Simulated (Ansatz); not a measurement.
**Hg2F3 (element-swapped structure): how the settings move a single-point run**

Aim: see which settings change the result for Hg2F3 (element-swapped structure), by how much, and at what cost.

Computed with Ansatz 0.2.0 (reference: DFT r2SCAN, plane waves, PAW, scalar-relativistic, no spin polarisation, unless a step's input says otherwise).

## Step 1: The starting structure

It takes space group R-3c (No. 167, trigonal). The conventional cell has a = 5.687 Å, b = 5.687 Å, c = 15.039 Å, α = 90.00°, β = 90.00°, γ = 120.00°. Around Hg (site symmetry 3) lie 6 F at 2.19 to 2.34 Å. F (site symmetry 2) has 4 Hg at 2.19 to 2.34 Å as nearest neighbours.

Structure file:

```xyz
10
Lattice="2.8436 4.9252 0.0000 -2.8436 4.9252 0.0000 0.0000 -3.2835 5.0131" Properties=species:S:1:pos:R:3 pbc="T T T"
Hg    0.0000    3.2835    0.3606
Hg    0.0000    0.0000    2.1460
Hg    0.0000    3.2835    4.6525
Hg    0.0000    6.5670    2.8672
F    -1.1488    4.9252    3.7598
F    -0.8474    1.4677    3.7598
F     1.9962    3.4575    3.7598
F     1.1488    1.6417    1.2533
F     0.8474    5.0993    1.2533
F    -1.9962    3.1095    1.2533
```

## Step 2: Baseline

input.yaml

```yaml
crystal:
  lattice:
    - [2.843588, 4.925237, 0.0]
    - [-2.843588, 4.925237, 0.0]
    - [0.0, -3.283492, 5.013121]
  atoms:
    - { symbol: Hg, position: [0.35731, 0.35731, 0.07193] }
    - { symbol: Hg, position: [0.14269, 0.14269, 0.42807] }
    - { symbol: Hg, position: [0.64269, 0.64269, 0.92807] }
    - { symbol: Hg, position: [0.85731, 0.85731, 0.57193] }
    - { symbol: F, position: [0.548, 0.952, 0.75] }
    - { symbol: F, position: [0.25, 0.548, 0.75] }
    - { symbol: F, position: [0.952, 0.25, 0.75] }
    - { symbol: F, position: [0.452, 0.048, 0.25] }
    - { symbol: F, position: [0.75, 0.452, 0.25] }
    - { symbol: F, position: [0.048, 0.75, 0.25] }
  symmetry: { tolerance: 0.0003 }
kpoints:
  mp_grid: { grid: [4, 4, 4], shift: [0, 0, 0] }
magnetization:
  spin_polarized: false
scf:
  occupations: { method: fermi_dirac }
hamiltonian:
  pseudopotentials: { kind: paw }
  xc: r2scan
basis:
  ecutwfc: 500
output:
  forces: true
  stress: true
  eigenvalues: true
```

Command:

```console
$ ansatz run input.yaml --threads 1 --pin off --max-ram 2560MiB --backend cpu --events-out ev --progress --plain --runs-dir out
```

## Step 3: Changing settings: dr2_threshold 1.0e-08

input.yaml, as its differences from that of step 2:

```diff
@@ -23,2 +23,3 @@
   occupations: { method: fermi_dirac }
+  convergence: { dr2_threshold: 1.0e-08 }
 hamiltonian:
@@ -32 +33,5 @@
   eigenvalues: true
+  write_density: true
+  write_potential: true
+  elf: true
+  volumetric_format: npy
```

## Step 4: Changed: occupations.method tetrahedron, n_extra_bands 2

input.yaml, as its differences from that of step 2:

```diff
@@ -22,3 +22,4 @@
 scf:
-  occupations: { method: fermi_dirac }
+  occupations: { method: tetrahedron }
+  n_extra_bands: 2
 hamiltonian:
```

## Step 5: Changed: mp_grid.grid [5, 5, 5]

input.yaml, as its differences from that of step 2:

```diff
@@ -18,3 +18,3 @@
 kpoints:
-  mp_grid: { grid: [4, 4, 4], shift: [0, 0, 0] }
+  mp_grid: { grid: [5, 5, 5], shift: [0, 0, 0] }
 magnetization:
```

## Step 6: A run with other settings

input.yaml, as its differences from that of step 2:

```diff
@@ -23,2 +23,3 @@
   occupations: { method: fermi_dirac }
+  max_iter: 50
 hamiltonian:
@@ -27,3 +28,3 @@
 basis:
-  ecutwfc: 500
+  ecutwfc: "80 eV"
 output:
```

(Steps that only read results are left out.)

What does the calculation give? Wanted: for each run, ending; energy change; pressure; gap; force.

**Answer**, as computed:

```
                                               run     ending        energy change  pressure (GPa)  gap (eV)  force (eV/Å)  cycles  time
                                         reference  converged                    0            26.0      0.00          0.43       7  15 s
                          1: dr2_threshold 1.0e-08  converged         0.0 meV/atom            26.0      0.00          0.43       7  19 s
2: occupations.method tetrahedron, n_extra_bands 2  converged  +4.5 meV/atom (σ→0)            26.1      0.00          0.42       8  15 s
                         3: mp_grid.grid [5, 5, 5]  converged        +4.4 meV/atom            26.1      0.00          0.44       8  23 s
                                  4: ecutwfc 80 eV  converged      +260.91 eV/atom          -248.6      0.00          0.69       9   3 s
```

Times don't compare one to one where runs were asked for different outputs or read a saved state (see the inputs); cycles may leave out searches for a lower state.

Residual by cycle in the longest SCF loop of each run; runs are numbered as in the table. The quantity is the density residual dr2, in eV.

```
cycle  reference    run 1   run 2    run 3    run 4
    1      0.164    0.164   0.162    0.163    1.7e3
    2     0.0184   0.0184  0.0299   0.0362     8.61
    3    0.00306  0.00306  0.0029  0.00281    0.835
    4     5.6e-5   5.6e-5  1.2e-4   2.6e-4    0.322
    5     3.8e-6   3.8e-6  1.2e-5   3.1e-5   0.0337
    6     1.1e-7   1.1e-7  1.9e-6   4.8e-6  0.00254
    7     3.9e-9   3.9e-9  1.6e-7   4.8e-7   5.2e-5
    8          -        -  2.0e-8   4.8e-8   2.4e-7
    9          -        -       -        -  9.7e-10
```

What this shows: Run 4 ran under the cutoff that the potentials recommend, as the log warns, so basis error is mixed into its values. The structure is not at rest: the sound run finds 26 GPa, so these are no properties of the relaxed crystal. 

The reference is no final answer either: its mesh is coarse for a cell with so small a gap or none; the structure is made up and not relaxed.
